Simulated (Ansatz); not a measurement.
# CH3FGeO (SMILES C[O][Ge][F]) at r2SCAN0/6-31G(d) (spherical functions)

Aim: the vertical ionisation energy of CH3FGeO at r2SCAN0/6-31G* (spherical functions), from 2 runs. 

Program for the calculation: Ansatz 0.2.0.

125 further runs of the same task are left out: 125 set aside as unsound or not needed.

**1. Starting point**

CH3FGeO: 7 atoms, total charge 0, spin state singlet. SMILES: `C[O][Ge][F]`. Geometry: relaxed at PBE0-D4/def2-TZVP. This is one conformer, not always the lowest.

Bond lengths: C1–O2 1.413 Å, O2–Ge3 1.764 Å, Ge3–F4 1.768 Å, C1–H5 1.092 Å, C1–H6 1.093 Å, C1–H7 1.093 Å. Angles: C1–O2–Ge3 128.6°, O2–Ge3–F4 99.1°, O2–C1–H5 112.1°, O2–C1–H6 109.1°, O2–C1–H7 109.0°, H5–C1–H6 109.1°, H5–C1–H7 109.1°, H6–C1–H7 108.4°.

**2. A single-point energy at r2SCAN0/6-31G(d) (spherical functions)**

The input, job.yaml:

```yaml
crystal:
  periodic: [false, false, false]
  atoms:
    - {symbol: C, position_ang: [-0.504800, 0.491500, 0.394900]}
    - {symbol: O, position_ang: [0.412400, 0.624200, -0.671900]}
    - {symbol: Ge, position_ang: [1.441700, -0.610700, -1.398400]}
    - {symbol: F, position_ang: [0.967400, -1.990600, -0.400200]}
    - {symbol: H, position_ang: [-0.548500, -0.532200, 0.773800]}
    - {symbol: H, position_ang: [-0.208000, 1.161100, 1.206600]}
    - {symbol: H, position_ang: [-1.498700, 0.788500, 0.049700]}
basis:
  gaussian:
    orbitals: 6-31G_st_-spherical.json
hamiltonian:
  xc: {name: r2SCAN0}
accuracy: high
output: {orbitals: {seedname: orbitals}}
```

The basis set 6-31G* is read from a file made from the Basis Set Exchange's data (not shown).

Command:

```console
$ ansatz run job.yaml --threads 1 --pin off --max-ram 3480MiB --events-out events.jsonl --progress --plain --runs-dir runs
```

The program printed:

```text
Warning: RAYON_NUM_THREADS=1 ignored (pool sized by the plan → 1); use --threads N
Functional definition: r2SCAN0
  name "r2SCAN0"
  parameter a = 0.25
  parameter k0 = 0.174
  parameter k1 = 0.065
  parameter a1 = 4.9479
  exchange = (1 - a)*r2scan_x(k0 = k0, k1 = k1, a1 = a1) + a*exact_x
  correlation = r2scan_c
1735 factors; integrals over basis functions are off by at most 4.5e-9 eV
mean field evaluation 1: about -62351.5520 eV, gradient 5.2e1 eV
mean field evaluation 2: about -62336.9219 eV, gradient 9.9e1 eV
mean field evaluation 4: about -62356.5297 eV, gradient 6.0e0 eV
mean field evaluation 8: about -62356.7722 eV, gradient 3.3e-1 eV
mean field evaluation 16: about -62356.7723 eV, gradient 3.0e-5 eV
mean field -62356.77233905 eV, -2291.5691165218 hartree, gradient 3.3e-8 eV, S^2 0.000000; 0 other end points of the search recorded, 0 dependent functions left out
reference -62356.77233963 eV, -2291.5691165429 hartree; 29, 29 occupied and 51, 51 virtual orbitals, 1735 factors
Total energy: -62356.77233963 eV, -2291.5691165429 hartree
```

It took 16 s on 1 thread of Arm Neoverse V2, shared host; peak memory 0.32 GiB.

**3. The doublet cation**

The input, input.yaml:

```yaml
crystal:
  periodic: [false, false, false]
  atoms:
    - {symbol: C, position_ang: [-0.504800, 0.491500, 0.394900]}
    - {symbol: O, position_ang: [0.412400, 0.624200, -0.671900]}
    - {symbol: Ge, position_ang: [1.441700, -0.610700, -1.398400]}
    - {symbol: F, position_ang: [0.967400, -1.990600, -0.400200]}
    - {symbol: H, position_ang: [-0.548500, -0.532200, 0.773800]}
    - {symbol: H, position_ang: [-0.208000, 1.161100, 1.206600]}
    - {symbol: H, position_ang: [-1.498700, 0.788500, 0.049700]}
basis:
  gaussian:
    orbitals: 6-31G_st_-spherical.json
total_charge: 1
magnetization:
  spin_polarized: true
  initial_magnetization: 1
hamiltonian:
  xc: {name: r2SCAN0}
accuracy: high
output:
  orbitals: {seedname: orbitals}
```

The basis set 6-31G* is read from a file made from the Basis Set Exchange's data (not shown).

Command:

```console
$ ansatz run input.yaml --threads 1 --pin off --max-ram 3480MiB --events-out events.jsonl --progress --plain --runs-dir runs
```

The program printed, shortened:

```text
Warning: RAYON_NUM_THREADS=1 ignored (pool sized by the plan → 1); use --threads N
[... 8 set-up lines as earlier in the session ...]
1734 factors; integrals over basis functions are off by at most 4.3e-9 eV
mean field evaluation 1: about -62329.9502 eV, gradient 6.3e1 eV
mean field evaluation 2: about -62238.8579 eV, gradient 1.4e2 eV
mean field evaluation 4: about -62344.5775 eV, gradient 2.1e1 eV
mean field evaluation 8: about -62346.0959 eV, gradient 7.5e-1 eV
mean field evaluation 16: about -62346.2933 eV, gradient 7.4e-2 eV
mean field evaluation 32: about -62346.2934 eV, gradient 2.5e-4 eV
mean field evaluation 64: about -62346.0084 eV, gradient 1.2e0 eV
mean field -62346.29338428 eV, -2291.1840220367 hartree, gradient 6.2e-8 eV, S^2 0.763439; 4 other end points of the search recorded, 0 dependent functions left out
reference -62346.29338687 eV, -2291.1840221320 hartree; 29, 28 occupied and 51, 52 virtual orbitals, 1734 factors
Total energy: -62346.29338687 eV, -2291.1840221320 hartree
```

Run time: 82 s. Hardware: 1 thread of Arm Neoverse V2, shared host; peak memory 0.56 GiB.

**4. Outcome**

At r2SCAN0/6-31G* (spherical functions):

| quantity | value |
| --- | --- |
| singlet CH3FGeO: total energy | -2291.56912 Eh |
| singlet CH3FGeO: HOMO energy | -8.27 eV |
| singlet CH3FGeO: LUMO energy | -1.73 eV |
| singlet CH3FGeO: HOMO–LUMO gap | 6.54 eV |
| doublet cation: total energy | -2291.18402 Eh |
| doublet cation: HOMO energy (highest over α and β) | -15.30 eV |
| doublet cation: LUMO energy (lowest over α and β) | -12.61 eV |
| doublet cation: ⟨S²⟩ | 0.763 |
| vertical ionisation energy (to the doublet cation) | 10.479 eV |

What this shows: Removing an electron at fixed nuclei costs 10.48 eV (1011 kJ/mol). The negative HOMO energy of the first species, 8.27 eV, lies 2.21 eV below that difference.
